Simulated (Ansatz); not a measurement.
**Ta2N: properties at the relaxed cell**

An exercise on one series of results from a longer session: the logs are not shown, and one member is left open.

Program: Ansatz 0.2.0. Level of theory: DFT r2SCAN, scalar-relativistic, plane waves, PAW. These are calculated values, not measurements.

1 further run of the same task is left out (set aside as unsound or not needed). Runs told in other sessions of the task aren't counted.

### The starting structure

It takes space group P-31m (No. 162, trigonal). The conventional cell has a = 5.291 Å, b = 5.291 Å, c = 4.930 Å, α = 90.00°, β = 90.00°, γ = 120.00°. Around Ta (site symmetry m) lie 3 N at 2.14 to 2.16 Å. N (site symmetry 32) has 6 Ta at 2.16 Å in its first shell of neighbours. Around N (site symmetry -3m) lie 6 Ta at 2.14 Å.

Structure file:

```cif
data_structure
_symmetry_space_group_name_H-M 'P 1'
_symmetry_Int_Tables_number 1
_cell_length_a 5.2909
_cell_length_b 5.2909
_cell_length_c 4.9303
_cell_angle_alpha 90.000
_cell_angle_beta 90.000
_cell_angle_gamma 120.000
_cell_volume 119.53
loop_
_atom_site_label
_atom_site_type_symbol
_atom_site_fract_x
_atom_site_fract_y
_atom_site_fract_z
_atom_site_occupancy
Ta1 Ta 0.66675 0.66675 0.75334 1
Ta2 Ta 0.00000 0.33325 0.75334 1
Ta3 Ta 0.33325 0.00000 0.75334 1
Ta4 Ta 0.33325 0.33325 0.24666 1
Ta5 Ta 0.00000 0.66675 0.24666 1
Ta6 Ta 0.66675 0.00000 0.24666 1
N1 N 0.66667 0.33333 0.50000 1
N2 N 0.33333 0.66667 0.50000 1
N3 N 0.00000 0.00000 0.00000 1
```

It goes back to an entry of the Materials Project, which need not be the stable form.

This cell was relaxed beforehand with the same method: volume 13.28 Å³/atom, gap on the mesh none (metal).

Set-up of the first run:

input.yaml

```yaml
crystal:
  lattice:
    - [5.2374757706, 0.0, 0.0]
    - [-2.6187378853, 4.5357870691, 0.0]
    - [0.0, 0.0, 4.8805178207]
  atoms:
    - { symbol: Ta, position: [0.6667482991, 0.6667482991, 0.7533371953] }
    - { symbol: Ta, position: [0.0, 0.3332517009, 0.7533371953] }
    - { symbol: Ta, position: [0.3332517009, 0.0, 0.7533371953] }
    - { symbol: Ta, position: [0.3332517009, 0.3332517009, 0.2466628047] }
    - { symbol: Ta, position: [0.0, 0.6667482991, 0.2466628047] }
    - { symbol: Ta, position: [0.6667482991, 0.0, 0.2466628047] }
    - { symbol: "N", position: [0.6666666667, 0.3333333333, 0.5] }
    - { symbol: "N", position: [0.3333333333, 0.6666666667, 0.5] }
    - { symbol: "N", position: [0.0, 0.0, 0.0] }
basis:
  ecutwfc: 500
kpoints:
  mp_grid: { grid: [12, 12, 8] }
hamiltonian:
  xc: r2scan
scf:
  occupations: { method: gaussian, width: 0.1 }
output:
  forces: true
  stress: true
  eigenvalues: true
relax:
  adjacent_minimum: "off"
  f_tol: 0.01
  max_steps: 30
  cell: { stress_tol: 0.1, fix: [volume] }
```

Launch:

```
$ ansatz run input.yaml --threads 2 --pin off --max-ram 5120MiB --backend cpu --events-out ev --progress --plain --runs-dir out
```

Steps of the session up to this table: Volume × 0.97; The cell scaled to 1.03 of its volume; The cell scaled to 0.94 of its volume; Volume × 1.06; The cell scaled to 0.91 of its volume.

One of the session's tables, all rows but one given; the rest of the session is left out.

It belongs to the step «Equation of state». 

| volume (Å³/atom) | energy above the lowest point (meV/atom) | pressure (GPa) |
| --- | --- | --- |
| 12.086 | 118.9 | 34.61 |
| 12.484 | ? | ? |
| 12.882 | 11.8 | 9.78 |
| 13.281 | 0.0 | 0.00 |
| 13.679 | 10.7 | -8.35 |
| 14.078 | 40.6 | -15.49 |

Estimate the missing values for volume (Å³/atom) = 12.484.

Worked estimate for «energy above the lowest point (meV/atom)». A straight line through the neighbours (12.086, 118.9) and (12.882, 11.8) gives 118.9 + (11.8 − 118.9) × (12.484 − 12.086) / (12.882 − 12.086) = 65.3; a parabola fitted to 3 rows on both sides gives 51.4.

**Answer.** energy above the lowest point (meV/atom): 49.9; pressure (GPa): 21.22. In «energy above the lowest point (meV/atom)» the line misses by +15.4 and the parabola by +1.5.

To keep in mind: Spin polarisation is off in the runs that give these values; a magnetic solution could lie lower.
